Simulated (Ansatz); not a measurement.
# CH7NOSSi: one species, many methods

One table from this session's results is given with a row withheld; the runs are named, their logs left out.

The runs use Ansatz 0.2.0, Gaussian basis; functionals in def2-TZVPP, the program's frozen cores in correlated methods.

Plan: LDA (SPW92), PBE-D4, revPBE-D4, BLYP-D4, r2SCAN-D4, B97M-V, PBE0-D4, B3LYP-D4, r2SCANh-D4, r2SCAN0-D4, HSE06-D4, BHLYP-D4, CAM-B3LYP-D4, LC-ωPBE, ωB97X-V, ωB97M-V, B2PLYP, PBE-QIDH; CCSD(T)/def2-SVP; CCSD(T)/def2-TZVPP; MP2/def2-QZVPP; extrapolation to the limit; RPA on PBE.

**The geometry**

All runs share one geometry, relaxed beforehand with PBE0-D4 in a triple-zeta def2 set.

SMILES `NC(O)[SiH2]S`, 12 atoms, charge 0, spin multiplicity 1.

Atoms are counted from 1 here; the program's logs count them from 0.

Bond lengths: N1–C2 1.443 Å, N1–H6 1.010 Å, N1–H7 1.015 Å, C2–O3 1.416 Å, C2–Si4 1.906 Å, C2–H8 1.101 Å, O3–H9 0.965 Å, Si4–S5 2.139 Å, Si4–H10 1.485 Å, Si4–H11 1.486 Å, S5–H12 1.346 Å. Angles: C2–N1–H6 112.4°, C2–N1–H7 112.0°, H6–N1–H7 109.2°, N1–C2–O3 109.8°, N1–C2–Si4 114.6°, N1–C2–H8 107.1°, O3–C2–Si4 105.1°, O3–C2–H8 110.4°, Si4–C2–H8 109.8°, C2–O3–H9 105.9°, C2–Si4–S5 107.5°, C2–Si4–H10 111.9°, C2–Si4–H11 109.9°, S5–Si4–H10 112.0°, S5–Si4–H11 105.3°, H10–Si4–H11 110.0°, Si4–S5–H12 92.7°.

The first run:

in.yaml

```yaml
crystal:
  periodic: [false, false, false]
  atoms:
    - {symbol: N, position_ang: [-1.187266, -0.036553, 1.074732]}
    - {symbol: C, position_ang: [0.059503, -0.578058, 0.590667]}
    - {symbol: O, position_ang: [1.143769, 0.053943, 1.245762]}
    - {symbol: Si, position_ang: [0.374137, -0.303067, -1.268609]}
    - {symbol: S, position_ang: [0.093858, 1.779329, -1.667122]}
    - {symbol: H, position_ang: [-1.947147, -0.698626, 1.005389]}
    - {symbol: H, position_ang: [-1.443864, 0.818377, 0.592342]}
    - {symbol: H, position_ang: [0.052029, -1.656293, 0.812754]}
    - {symbol: H, position_ang: [0.855875, 0.195260, 2.156026]}
    - {symbol: H, position_ang: [1.722624, -0.772007, -1.677595]}
    - {symbol: H, position_ang: [-0.669131, -0.998636, -2.066829]}
    - {symbol: H, position_ang: [1.022813, 2.141231, -0.763315]}
basis:
  gaussian: {orbitals: def2-TZVPP}
hamiltonian: {xc: lda}
output: {orbitals: {seedname: orbitals}}
```

Launch:

```bash
ansatz run in.yaml --threads 4 --pin off --events-out ev --progress --plain --max-ram 10444MiB
```

Among the steps run: LDA; PBE-D4 (GGA); revPBE-D4 (GGA); BLYP-D4 (GGA); r2SCAN-D4 (meta-GGA); B97M-V (meta-GGA); B3LYP-D4 (hybrid); r2SCANh-D4 (hybrid); r2SCAN0-D4 (hybrid); HSE06-D4 (hybrid); BHLYP-D4 (hybrid); CAM-B3LYP-D4 (range-separated); LC-ωPBE (range-separated); ωB97X-V (range-separated); ωB97M-V (range-separated); B2PLYP (double hybrid); PBE-QIDH (double hybrid).

One of the session's tables, all rows but one given; the rest of the session is left out.

It belongs to the step «Frontier levels by functional». 

| functional | HOMO (eV) | LUMO (eV) | gap (eV) |
| --- | --- | --- | --- |
| LDA (SPW92) | -5.80 | -0.78 | 5.02 |
| PBE-D4 | -5.66 | -0.53 | 5.13 |
| revPBE-D4 | -5.60 | -0.41 | 5.19 |
| BLYP-D4 | -5.57 | -0.44 | 5.12 |
| r2SCAN-D4 | -5.92 | -0.08 | 5.84 |
| B97M-V | -6.08 | -0.32 | 5.76 |
| PBE0-D4 | -7.01 | 0.32 | 7.33 |
| B3LYP-D4 | -6.81 | 0.06 | 6.87 |
| r2SCANh-D4 | -6.43 | 0.19 | 6.62 |
| r2SCAN0-D4 | -7.19 | 0.59 | 7.78 |
| HSE06-D4 | -6.60 | -0.05 | 6.55 |
| BHLYP-D4 | -8.27 | 1.12 | 9.39 |
| CAM-B3LYP-D4 | ? | ? | ? |
| LC-ωPBE | -9.73 | 2.47 | 12.20 |
| ωB97X-V | -9.39 | 2.29 | 11.68 |
| ωB97M-V | -9.28 | 1.95 | 11.23 |

Estimate the missing values for CAM-B3LYP-D4.

The run gave: HOMO (eV): -8.41; LUMO (eV): 1.24; gap (eV): 9.65. In the column «HOMO (eV)» it lies between ωB97M-V (-9.28) and BHLYP-D4 (-8.27).
